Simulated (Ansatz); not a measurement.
## LiMg3 (distorted cell): a check of forces and pressure against finite differences, step by step

Program: the Ansatz DFT code, driven from Python.

Run as a notebook:

In [1]:
```python
import warnings

import ansatz as az
import numpy as np
```

In [2]:
```python
vectors0 = np.array([
    [4.41107, 0.0, 0.0],
    [0.0, 4.41107, 0.0],
    [0.0, 0.0, 4.41107],
])
sites = [
    ("Li", [0.98143, 0.02578, 0.02614]),
    ("Mg", [0.50906, 0.50523, 0.0105]),
    ("Mg", [0.48758, 0.98284, 0.53205]),
    ("Mg", [0.98932, 0.4533, 0.48697]),
]
```

In [3]:
```python
def on_lattice(cell):
    crystal = az.Crystal(lattice=az.Lattice.of(cell))
    for symbol, position in sites:
        crystal = crystal.atom(symbol, position)
    return crystal
```

In [4]:
```python
warnings.simplefilter("ignore", az.DeckWarning)
```

In [5]:
```python
def solve(crystal):
    return (
        crystal.calculation()
        .functional("pbesol")
        .occupations(az.OccupationsMethod.COLD, width=0.05)
        .basis(540, xc_grid=2)
        .kpoints(4, 4, 4)
        .scf(tolerance=1e-09)
        .forces()
        .stress()
        .run(threads=1)
    ).report
```

In [6]:
```python
centre = solve(on_lattice(vectors0))
start = on_lattice(vectors0)
# move one atom both ways along a Cartesian axis
print(f"force on atom 2 along y: analytic {centre['forces_ev_ang'][2][1]:.4f} eV/A")
for h in (0.004, 0.016):
    shift = np.eye(3)[1] * h @ np.linalg.inv(vectors0)
    plus, minus = (solve(start.move(2, to=np.array(sites[2][1]) + sign * shift))["lagrangian_ev"] for sign in (1, -1))
    print(f"  step {h} A: numerical {-(plus - minus) / (2 * h):.4f} eV/A")
# P = -dF/dV; the difference feels the change of the plane-wave count with the cell
volume = abs(np.linalg.det(vectors0))
larger, smaller = (solve(on_lattice(vectors0 * (1 + sign * 0.005) ** (1 / 3)))["lagrangian_ev"] for sign in (1, -1))
numerical = -(larger - smaller) / (0.01 * volume) * 160.21766
print(f"pressure: analytic {np.trace(centre['stress_gpa']) / 3:.3f}, numerical {numerical:.3f} GPa")
```
```text
force on atom 2 along y: analytic 0.0478 eV/A
  step 0.004 A: numerical 0.0478 eV/A
  step 0.016 A: numerical 0.0478 eV/A
pressure: analytic 0.116, numerical 0.117 GPa
```

The mesh is modest for a metal, so energies can be off by several to tens of meV an atom and pressures by half a GPa or more; differences at equal mesh fare better. The program warned that this SCF threshold is loose for forces or stresses. Pressure is positive in compression. The cell is a database structure, distorted on purpose. The central difference errs as the square of the step, so the shorter step is the fairer test; what remains comes from the finite grid and the SCF threshold. The script silences the warnings on its input, which a real study should read. Timing: 54 s on 1 thread of Arm Neoverse V1 (shared host), peak memory 0.42 GiB.
